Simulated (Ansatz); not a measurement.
# Rb3TlF6: the cost of one run

Computed with Ansatz 0.2.0 (reference: DFT r2SCAN, plane waves, PAW, scalar-relativistic, no spin polarisation, unless a step's input says otherwise).

**1. Starting point**

The structure is tetragonal, space group I4/mmm (No. 139). The conventional cell has a = 6.632 Å, b = 6.632 Å, c = 9.578 Å, α = 90.00°, β = 90.00°, γ = 90.00°. Rb (site symmetry 4/mmm) has 2 F at 2.78 Å as nearest neighbours. F (site symmetry 4mm) has 1 Tl at 2.01 Å and 1 Rb at 2.78 Å as nearest neighbours. Rb (site symmetry -4m2) has 4 F at 2.77 Å as nearest neighbours. F (site symmetry m2m) is surrounded by 1 Tl at 1.92 Å and 2 Rb at 2.77 Å. Tl (site symmetry 4/mmm) is surrounded by 6 F at 1.92 to 2.01 Å.

Structure file:

```
Rb F Tl
1.0
     0.00000    6.63249    0.00000
     6.63249    0.00000    0.00000
     3.31625    3.31625   -4.78901
Rb F Tl
3 6 1
Direct
  0.50000 0.50000 0.00000
  0.75000 0.25000 0.50000
  0.25000 0.75000 0.50000
  0.21000 0.21000 0.58000
  0.79000 0.79000 0.42000
  0.00000 0.29000 0.00000
  0.29000 0.00000 0.00000
  0.00000 0.71000 0.00000
  0.71000 0.00000 0.00000
  0.00000 0.00000 0.00000
```

**2. Reference**

Input file input.yaml:

```yaml
crystal:
  lattice:
    - [0.0, 6.632495, 0.0]
    - [6.632495, 0.0, 0.0]
    - [3.316248, 3.316248, -4.789007]
  atoms:
    - { symbol: Rb, position: [0.5, 0.5, 0.0] }
    - { symbol: F, position: [0.21, 0.21, 0.58] }
    - { symbol: F, position: [0.79, 0.79, 0.42] }
    - { symbol: Rb, position: [0.75, 0.25, 0.5] }
    - { symbol: Rb, position: [0.25, 0.75, 0.5] }
    - { symbol: F, position: [0.0, 0.29, 0.0] }
    - { symbol: F, position: [0.29, 0.0, 0.0] }
    - { symbol: F, position: [0.0, 0.71, 0.0] }
    - { symbol: F, position: [0.71, 0.0, 0.0] }
    - { symbol: Tl, position: [0.0, 0.0, 0.0] }
  symmetry: { tolerance: 0.0003 }
kpoints:
  mp_grid: { grid: [4, 4, 4], shift: [0, 0, 0] }
magnetization:
  spin_polarized: false
scf:
  occupations: { method: fermi_dirac }
hamiltonian:
  pseudopotentials: { kind: paw }
  xc: r2scan
basis:
  ecutwfc: 500
output:
  forces: true
  stress: true
  eigenvalues: true
  write_density: true
  write_potential: true
  elf: true
  volumetric_format: npy
```

Run with:

```
> ansatz run input.yaml --threads 1 --pin off --max-ram 2560MiB --backend cpu --events-out ev --progress --plain --runs-dir out
```

What time and memory should one allow on 1 thread of Intel Xeon Platinum 8375C at 2.90GHz (Ice Lake), shared host?

About 21 s, with a peak of 1.1 GiB.
